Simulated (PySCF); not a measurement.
# C2H5NSSi: electronic excitations at several levels of theory

Aim: compute the electronic excitations of C2H5NSSi (`N#CCS[SiH3]`) at several levels, and see how far they spread and what each costs.

The runs use PySCF 2.14.0, with density-fitted response routines of our own; the level of theory stands in each step. All values are computed, except where a source is named. Atoms are numbered from 0 throughout.

## 1. Starting geometry

10 atoms, charge 0, multiplicity 1; geometry from: GFN2-xTB. The atoms were then displaced at random by about 0.01 Å, so the start is not that level's minimum.

Bonds of the start (Å): N0–C1 1.12, C1–C2 1.43, C2–S3 1.88, S3–Si4 2.12, C2–H5 1.10, C2–H6 1.07, Si4–H7 1.46, Si4–H8 1.49, Si4–H9 1.45.

## 2. Optimising the geometry at PBE0-D3(BJ)/def2-SVP

What the job is given:

```
{"job": {"xc": "PBE0", "basis": "def2-SVP", "d3": "d3bj", "grid": 1, "shake": 0.01, "kind": "geom"}, "charge": 0, "multiplicity": 1}
N     -1.518390     1.730500    -1.123780
C     -1.482850     0.752660    -0.576590
C     -1.364890    -0.496220     0.100510
S      0.214260    -1.369060    -0.437800
Si     1.703400     0.026500     0.139910
H     -1.304300    -0.335770     1.186520
H     -2.165970    -1.156530    -0.141460
H      2.933810    -0.715780    -0.109660
H      1.479260     0.310470     1.586420
H      1.556110     1.232300    -0.645130
```

Run with:

```sh
OMP_NUM_THREADS=1 python probes_run.py task.json out
```

This one command runs all jobs of the session in turn.

Output:

```text
step   0  E = -820.90835159  max force = 0.089561
step   1  E = -820.91602090  max force = 0.008496
step   2  E = -820.91648429  max force = 0.002256
step   3  E = -820.91657973  max force = 0.000916
step   4  E = -820.91662342  max force = 0.000981
step   5  E = -820.91666573  max force = 0.000784
step   6  E = -820.91668022  max force = 0.000332
optimisation converged
```

Wall time 27 s (1 thread of Arm Neoverse V1, shared host); peak memory 0.42 GiB.

The steps of the relaxation:

```csv
step,energy from step 0 (eV),largest force component (eV/Å)
0,0.0000,4.6054
1,-0.2087,0.4369
2,-0.2213,0.1160
3,-0.2239,0.0471
4,-0.2251,0.0504
5,-0.2262,0.0403
6,-0.2266,0.0171
```

Close pairs (by a distance rule), those that changed most:

| bond | before (Å) | after (Å) | change (Å) |
| --- | --- | --- | --- |
| C2–S3 | 1.883 | 1.833 | -0.050 |
| Si4–H9 | 1.446 | 1.490 | +0.044 |
| N0–C1 | 1.121 | 1.157 | +0.036 |
| C2–H6 | 1.066 | 1.101 | +0.035 |
| S3–Si4 | 2.121 | 2.155 | +0.034 |
| Si4–H7 | 1.458 | 1.489 | +0.031 |
| C1–C2 | 1.426 | 1.454 | +0.029 |
| Si4–H8 | 1.491 | 1.494 | +0.003 |

The end geometry stands in the next job.

| at the end point | value |
| --- | --- |
| point group (found at 0.08 Å tolerance) | C1 |
| rotational constants (GHz, main isotopes) | 4.856, 2.037, 1.577 |
| dipole moment (D) | 2.94 |

## 3. TDDFT and polarisability: PBE0/def2-TZVP

What the job is given:

```
{"job": {"kind": "uv", "xc": "PBE0", "basis": "def2-TZVP"}, "charge": 0, "multiplicity": 1}
N     -1.561235     1.727321    -1.410138
C     -1.470453     0.742142    -0.809463
C     -1.328337    -0.487173    -0.045224
S      0.221090    -1.400365    -0.400918
Si     1.679279    -0.004301     0.352176
H     -1.409457    -0.264717     1.030205
H     -2.147636    -1.174448    -0.305556
H      2.967631    -0.743788     0.249657
H      1.369838     0.330387     1.775083
H      1.714647     1.248444    -0.454363
```

Method: TDDFT PBE0/def2-TZVP, vertical, gas phase, core orbitals frozen in the response.

Output:

```text
coarse grid: 9584 points
cycle   1  E = -821.2548918242  dE =  3.440e-01  |g| = 4.389e-01  |ddm| = 2.520e+00
cycle   2  E = -821.0829670078  dE =  1.719e-01  |g| = 9.871e-01  |ddm| = 1.330e+00
cycle   3  E = -821.3012778176  dE = -2.183e-01  |g| = 7.721e-02  |ddm| = 9.039e-01
cycle   4  E = -821.3024417878  dE = -1.164e-03  |g| = 3.795e-02  |ddm| = 1.123e-01
cycle   5  E = -821.3027917874  dE = -3.500e-04  |g| = 6.910e-03  |ddm| = 3.799e-02
cycle   6  E = -821.3028024181  dE = -1.063e-05  |g| = 2.010e-03  |ddm| = 7.926e-03
cycle   7  E = -821.3028034948  dE = -1.077e-06  |g| = 4.504e-04  |ddm| = 2.788e-03
final grid: 83944 points
cycle   8  E = -821.2974522576  dE = -2.414e-05  |g| = 7.172e-03  |ddm| = 5.752e-02
cycle   9  E = -821.2974457984  dE =  6.459e-06  |g| = 8.362e-03  |ddm| = 1.283e-02
cycle  10  E = -821.2974626718  dE = -1.687e-05  |g| = 7.093e-04  |ddm| = 7.576e-03
cycle  11  E = -821.2974628105  dE = -1.387e-07  |g| = 1.420e-04  |ddm| = 6.687e-04
cycle  12  E = -821.2974628145  dE = -4.014e-09  |g| = 7.942e-05  |ddm| = 1.815e-04
cycle  13  E = -821.2974628157  dE = -1.208e-09  |g| = 4.162e-05  |ddm| = 7.593e-05
cycle  14  E = -821.2974628161  dE = -3.665e-10  |g| = 7.554e-06  |ddm| = 2.846e-05
converged SCF energy = -821.2974628161

Static polarisability (au): isotropic 72.098, principal 58.498 73.772 84.024

Singlet excitations
state   eV       nm        f      main configurations
  1   5.4045    229.4   0.00046   H->L 0.95
  2   5.8975    210.2   0.01644   H->L+1 0.95
  3   6.6884    185.4   0.00223   H->L+2 0.93
  4   6.9996    177.1   0.00284   H-1->L 0.53, H->L+3 0.28, H-2->L 0.09
  5   7.1345    173.8   0.01263   H->L+3 0.61, H-1->L 0.11
  6   7.2968    169.9   0.00846   H->L+4 0.33, H-1->L+1 0.23, H-3->L 0.11
  7   7.4771    165.8   0.04730   H-2->L 0.37, H->L+4 0.16, H-1->L 0.14
  8   7.6015    163.1   0.01681   H->L+4 0.34, H->L+5 0.13, H-1->L+2 0.10
  9   7.7148    160.7   0.02452   H-3->L 0.43, H-2->L 0.11, H-3->L+1 0.10
 10   7.7624    159.7   0.00383   H->L+5 0.56, H-2->L+1 0.14, H-1->L+2 0.09

Triplet excitations (Tamm-Dancoff, eV): 4.8114 5.4912 5.9382 6.2974
```

Wall time 31 s (1 thread of Arm Neoverse V1, shared host); peak memory 0.82 GiB.

Frontier orbitals and where they lie:

| orbital | eV | atoms |
| --- | --- | --- |
| HOMO−3 | -9.93 | N0 35 %, C1 29 %, S3 19 % |
| HOMO−2 | -9.60 | N0 40 %, C1 29 %, C2 9 % |
| HOMO−1 | -9.18 | S3 48 %, N0 14 %, Si4 12 % |
| HOMO | -7.67 | S3 75 %, Si4 10 %, C2 5 % |
| LUMO | -0.63 | S3 37 %, C2 20 %, C1 14 % |
| LUMO+1 | -0.39 | Si4 55 %, S3 14 %, C1 7 % |
| LUMO+2 | 0.31 | C1 24 %, N0 21 %, Si4 20 % |

With each of the 10 states as a Gaussian band of 0.4 eV half-width at 1/e, the curve within the window shown has maxima at 210 nm (ε 670), 165 nm (ε 3,900) L/(mol cm). Beyond the last state computed it falls off for lack of states. The curve at chosen wavelengths:

```tsv
nm	ε (L/mol/cm)
154	972
158	2313
162	3572
166	3881
171	2949
175	1911
179	1096
183	588
187	320
191	218
196	263
200	393
204	547
208	652
212	664
216	586
221	419
225	285
229	178
233	105
237	59
241	33
246	15
250	8
254	5
258	2
```

Ground-state properties from the same run:

```
           property  computed
  dipole moment (D)      3.14
polarisability (Å³)     10.68
 HOMO–LUMO gap (eV)      7.03
      −ε(HOMO) (eV)      7.67
```

## 4. TDDFT and polarisability: PBE0/aug-cc-pVDZ

Settings changed since step 3:

```diff
@@ -1,2 +1,2 @@
-{"job": {"kind": "uv", "xc": "PBE0", "basis": "def2-TZVP"}, "charge": 0, "multiplicity": 1}
+{"job": {"kind": "uv", "xc": "PBE0", "basis": "aug-cc-pVDZ"}, "charge": 0, "multiplicity": 1}
 N     -1.561235     1.727321    -1.410138
```

Method: TDDFT PBE0/aug-cc-pVDZ, vertical, gas phase, core orbitals frozen in the response.

Output:

```text
coarse grid: 9584 points
cycle   1  E = -821.1820195156  dE =  3.896e-01  |g| = 4.129e-01  |ddm| = 7.268e+00
cycle   2  E = -821.0123734108  dE =  1.696e-01  |g| = 9.626e-01  |ddm| = 1.923e+00
cycle   3  E = -821.2269946518  dE = -2.146e-01  |g| = 6.281e-02  |ddm| = 1.306e+00
cycle   4  E = -821.2279771135  dE = -9.825e-04  |g| = 3.114e-02  |ddm| = 2.316e-01
cycle   5  E = -821.2282651655  dE = -2.881e-04  |g| = 6.132e-03  |ddm| = 8.059e-02
cycle   6  E = -821.2282761732  dE = -1.101e-05  |g| = 1.240e-03  |ddm| = 1.758e-02
cycle   7  E = -821.2282765690  dE = -3.958e-07  |g| = 4.478e-04  |ddm| = 3.113e-03
final grid: 83944 points
cycle   8  E = -821.2442007710  dE = -1.001e-05  |g| = 6.198e-03  |ddm| = 1.045e-01
cycle   9  E = -821.2441943975  dE =  6.374e-06  |g| = 7.750e-03  |ddm| = 3.077e-02
cycle  10  E = -821.2442113266  dE = -1.693e-05  |g| = 5.677e-04  |ddm| = 1.572e-02
cycle  11  E = -821.2442113997  dE = -7.309e-08  |g| = 3.223e-04  |ddm| = 1.160e-03
cycle  12  E = -821.2442114221  dE = -2.244e-08  |g| = 5.895e-05  |ddm| = 5.073e-04
cycle  13  E = -821.2442114229  dE = -7.872e-10  |g| = 1.913e-05  |ddm| = 1.314e-04
converged SCF energy = -821.2442114229

Static polarisability (au): isotropic 77.332, principal 64.079 78.932 88.985

Singlet excitations
state   eV       nm        f      main configurations
  1   5.4136    229.0   0.00032   H->L 0.95
  2   5.7224    216.7   0.02168   H->L+1 0.96
  3   6.3768    194.4   0.00370   H->L+2 0.91
  4   6.6031    187.8   0.00216   H->L+3 0.88
  5   6.9827    177.6   0.00112   H->L+4 0.43, H-1->L 0.32
  6   7.0532    175.8   0.01960   H->L+4 0.46, H-1->L 0.24, H-1->L+1 0.09
  7   7.1789    172.7   0.00109   H->L+6 0.34, H-1->L+1 0.21, H->L+7 0.15
  8   7.2426    171.2   0.01223   H->L+5 0.73, H->L+6 0.11
  9   7.4002    167.5   0.03527   H->L+6 0.36, H->L+7 0.25, H-2->L 0.14
 10   7.4145    167.2   0.04959   H->L+7 0.33, H-1->L 0.22, H->L+8 0.08

Triplet excitations (Tamm-Dancoff, eV): 4.8615 5.3720 5.9451 6.1532
```

It took 25 s on 1 thread of Arm Neoverse V1, shared host; peak memory 0.76 GiB.

In short: HOMO -7.64 eV, LUMO -0.70 eV; lowest singlet 5.41 eV.

## 5. Ultraviolet spectrum: PBE0/def2-TZVPD

Settings changed since step 4:

```diff
@@ -1,2 +1,2 @@
-{"job": {"kind": "uv", "xc": "PBE0", "basis": "aug-cc-pVDZ"}, "charge": 0, "multiplicity": 1}
+{"job": {"kind": "uv", "xc": "PBE0", "basis": "def2-TZVPD"}, "charge": 0, "multiplicity": 1}
 N     -1.561235     1.727321    -1.410138
```

Level: TDDFT PBE0/def2-TZVPD, vertical, gas phase, core orbitals frozen in the response.

Output:

```text
coarse grid: 9584 points
cycle   1  E = -821.2560198931  dE =  3.444e-01  |g| = 4.386e-01  |ddm| = 2.941e+00
cycle   2  E = -821.0835672983  dE =  1.725e-01  |g| = 9.879e-01  |ddm| = 1.387e+00
cycle   3  E = -821.3022967216  dE = -2.187e-01  |g| = 7.704e-02  |ddm| = 7.218e-01
cycle   4  E = -821.3034450463  dE = -1.148e-03  |g| = 3.832e-02  |ddm| = 1.330e-01
cycle   5  E = -821.3038035364  dE = -3.585e-04  |g| = 6.951e-03  |ddm| = 4.906e-02
cycle   6  E = -821.3038141889  dE = -1.065e-05  |g| = 2.047e-03  |ddm| = 1.018e-02
cycle   7  E = -821.3038153094  dE = -1.120e-06  |g| = 4.649e-04  |ddm| = 2.956e-03
final grid: 83944 points
cycle   8  E = -821.2984629946  dE = -2.541e-05  |g| = 7.221e-03  |ddm| = 1.380e-01
cycle   9  E = -821.2984562999  dE =  6.695e-06  |g| = 8.453e-03  |ddm| = 1.560e-02
cycle  10  E = -821.2984735765  dE = -1.728e-05  |g| = 7.127e-04  |ddm| = 8.999e-03
cycle  11  E = -821.2984737176  dE = -1.412e-07  |g| = 1.339e-04  |ddm| = 9.501e-04
cycle  12  E = -821.2984737219  dE = -4.292e-09  |g| = 4.780e-05  |ddm| = 2.117e-04
cycle  13  E = -821.2984737226  dE = -6.455e-10  |g| = 1.225e-05  |ddm| = 6.348e-05
converged SCF energy = -821.2984737226

Static polarisability (au): isotropic 77.323, principal 64.123 78.917 88.928

Singlet excitations
state   eV       nm        f      main configurations
  1   5.3328    232.5   0.00033   H->L 0.95
  2   5.7702    214.9   0.02056   H->L+1 0.97
  3   6.5185    190.2   0.00306   H->L+2 0.75, H->L+3 0.23
  4   6.6634    186.1   0.00318   H->L+3 0.72, H->L+2 0.23
  5   6.9437    178.6   0.00541   H-1->L 0.62, H->L+4 0.11
  6   7.1032    174.5   0.01284   H->L+4 0.57, H-1->L+1 0.18
  7   7.2091    172.0   0.00798   H->L+5 0.33, H->L+4 0.28, H-1->L+1 0.15
  8   7.3670    168.3   0.01715   H->L+6 0.61, H->L+7 0.13
  9   7.3904    167.8   0.04143   H-2->L 0.37, H->L+5 0.14, H-1->L 0.11
 10   7.4833    165.7   0.06053   H->L+6 0.23, H->L+5 0.23, H-1->L+1 0.14

Triplet excitations (Tamm-Dancoff, eV): 4.7587 5.3964 5.9137 6.2104
```

Run time: 45 s. Hardware: 1 thread of Arm Neoverse V1, shared host; peak memory 0.9 GiB.

In short: HOMO -7.69 eV, LUMO -0.77 eV; lowest singlet 5.33 eV.

## 6. Ultraviolet spectrum: PBE0/6-31+G*

Settings changed since step 5:

```diff
@@ -1,2 +1,2 @@
-{"job": {"kind": "uv", "xc": "PBE0", "basis": "def2-TZVPD"}, "charge": 0, "multiplicity": 1}
+{"job": {"kind": "uv", "xc": "PBE0", "basis": "6-31+G*"}, "charge": 0, "multiplicity": 1}
 N     -1.561235     1.727321    -1.410138
```

With the program's defaults for keys left out, this is: TDDFT PBE0/6-31+G*, vertical, gas phase, core orbitals frozen in the response.

Output:

```text
coarse grid: 9584 points
cycle   1  E = -821.2022496493  dE =  3.745e-01  |g| = 4.096e-01  |ddm| = 3.761e+00
cycle   2  E = -821.0392724842  dE =  1.630e-01  |g| = 9.472e-01  |ddm| = 1.616e+00
cycle   3  E = -821.2474367029  dE = -2.082e-01  |g| = 6.457e-02  |ddm| = 9.360e-01
cycle   4  E = -821.2485698484  dE = -1.133e-03  |g| = 3.014e-02  |ddm| = 3.370e-01
cycle   5  E = -821.2488409265  dE = -2.711e-04  |g| = 5.841e-03  |ddm| = 1.022e-01
cycle   6  E = -821.2488506707  dE = -9.744e-06  |g| = 1.206e-03  |ddm| = 1.360e-02
final grid: 83944 points
cycle   7  E = -821.1890399056  dE = -1.109e-05  |g| = 4.786e-03  |ddm| = 5.684e-02
cycle   8  E = -821.1890369257  dE =  2.980e-06  |g| = 5.767e-03  |ddm| = 1.884e-02
cycle   9  E = -821.1890465292  dE = -9.603e-06  |g| = 5.278e-04  |ddm| = 1.329e-02
cycle  10  E = -821.1890465802  dE = -5.103e-08  |g| = 3.272e-04  |ddm| = 1.131e-03
cycle  11  E = -821.1890466036  dE = -2.342e-08  |g| = 4.851e-05  |ddm| = 3.610e-04
cycle  12  E = -821.1890466041  dE = -5.346e-10  |g| = 1.858e-05  |ddm| = 1.247e-04
converged SCF energy = -821.1890466041

Static polarisability (au): isotropic 69.405, principal 56.758 70.763 80.692

Singlet excitations
state   eV       nm        f      main configurations
  1   5.4412    227.9   0.00036   H->L 0.88, H->L+1 0.10
  2   5.7518    215.6   0.01893   H->L+1 0.89, H->L 0.10
  3   6.5312    189.8   0.00310   H->L+2 0.93
  4   6.7532    183.6   0.00131   H->L+3 0.91
  5   7.0676    175.4   0.00919   H-1->L 0.60, H-2->L 0.16
  6   7.2054    172.1   0.01489   H->L+4 0.91
  7   7.3626    168.4   0.02273   H-1->L+1 0.43, H->L+5 0.12, H-1->L 0.11
  8   7.5019    165.3   0.06885   H-2->L 0.38, H-1->L+1 0.20, H-1->L 0.15
  9   7.5689    163.8   0.02389   H->L+5 0.39, H->L+7 0.22
 10   7.6798    161.4   0.03038   H->L+7 0.43, H->L+5 0.29, H->L+6 0.15

Triplet excitations (Tamm-Dancoff, eV): 4.8556 5.3928 5.9664 6.3177
```

Run time: 11 s. Hardware: 1 thread of Arm Neoverse V1, shared host; peak memory 0.55 GiB.

This run: HOMO -7.65 eV, LUMO -0.69 eV; lowest singlet 5.44 eV.

## 7. Comparing the runs: electronic excitations

Excitations and ground-state properties, with basis size and wall time:

```
             run  lowest singlet (eV)  brightest (eV)      f  gap (eV)  α (Å³)  μ (D)  functions  time
  PBE0/def2-TZVP                 5.40            7.48  0.047      7.03   10.68   3.14        197  31 s
PBE0/aug-cc-pVDZ                 5.41            7.41  0.050      6.94   11.46   3.13        168  25 s
 PBE0/def2-TZVPD                 5.33            7.48  0.061      6.92   11.46   3.14        245  45 s
    PBE0/6-31+G*                 5.44            7.50  0.069      6.97   10.28   3.11        108  11 s
```

## 8. Outcome

| quantity | value |
| --- | --- |
| point group | C1 |
| rotational constants (main isotopes) | 4.86, 2.04, 1.58 GHz |
| lowest singlet (PBE0/def2-TZVP) | 5.40 eV (229 nm), f = 0.000 |
| brightest single state of those computed | state 7, 7.48 eV, f = 0.047 |
| lowest triplet | 4.81 eV |
| range of the lowest singlet | 5.33 to 5.44 eV |

**Reading.** Single values in the summary come from the first run of each kind that ended normally (PBE0/def2-TZVP), which need not be the best level. Relaxing lowered the energy by 0.227 eV in 6 steps; the close pair that moved most is C2–S3, from 1.883 to 1.833 Å. The lowest singlet, at 5.40 eV, is HOMO→LUMO 0.95 and is dark; of the 10 states computed, the strongest absorption comes from state 7 at 7.48 eV. The lowest triplet lies 0.59 eV below the lowest singlet (triplets in Tamm-Dancoff, singlets in full TDDFT). The basis of PBE0/def2-TZVP has no diffuse functions, so Rydberg states are missing and the high states are unreliable. The lowest singlet runs from 5.33 eV (PBE0/def2-TZVPD) to 5.44 eV (PBE0/6-31+G*), while the orbital gap spans 6.92 to 7.03 eV. The lowest state need not be the same one in every run.
